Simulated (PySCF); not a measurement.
# C2H7BO2S: the cost of one run

Programs: PySCF 2.14.0, with density-fitted response routines of our own. Each step states its level of theory. These are calculated values for one molecule in the gas phase, unless marked as measured. Atoms are numbered from 0 throughout.

## 1. Starting geometry

13 atoms, charge 0, multiplicity 1; geometry from: GFN2-xTB. The atoms were then displaced at random by about 0.01 Å, so the start is not that level's minimum.

Bonds of the start (Å): C0–O1 1.38, O1–B2 1.35, B2–O3 1.31, B2–S4 1.83, S4–C5 1.84, C0–H6 1.10, C0–H7 1.08, C0–H8 1.12, O3–H9 0.99, C5–H10 1.09, C5–H11 1.09, C5–H12 1.10.

## 2. Optimising the geometry at PBE0-D3(BJ)/def2-SVP

Job settings and geometry (Å):

```
{"job": {"xc": "PBE0", "basis": "def2-SVP", "d3": "d3bj", "grid": 1, "shake": 0.01, "kind": "geom"}, "charge": 0, "multiplicity": 1}
C     -1.761250     0.759930     0.100930
O     -0.455610     0.326200     0.007960
B     -0.130510    -0.967380    -0.229720
O     -0.933910    -1.992560    -0.399670
S      1.658180    -1.336030    -0.316710
C      2.369290     0.329600     0.004440
H     -2.320520     0.575220    -0.827380
H     -2.285770     0.323380     0.934050
H     -1.741720     1.868390     0.273240
H     -1.906860    -1.804550    -0.342310
H      2.112440     0.635000     1.023250
H      3.452810     0.225850    -0.096790
H      1.949240     1.040050    -0.725350
```

The run is started by

```bash
$ OMP_NUM_THREADS=1 python probes_run.py task.json out
```

This one command runs all jobs of the session in turn.

**Question.** How long does this first job take on 1 thread of Arm Neoverse N1, shared host, and how much memory does it need?

About 50 s, with a peak of 0.51 GiB.
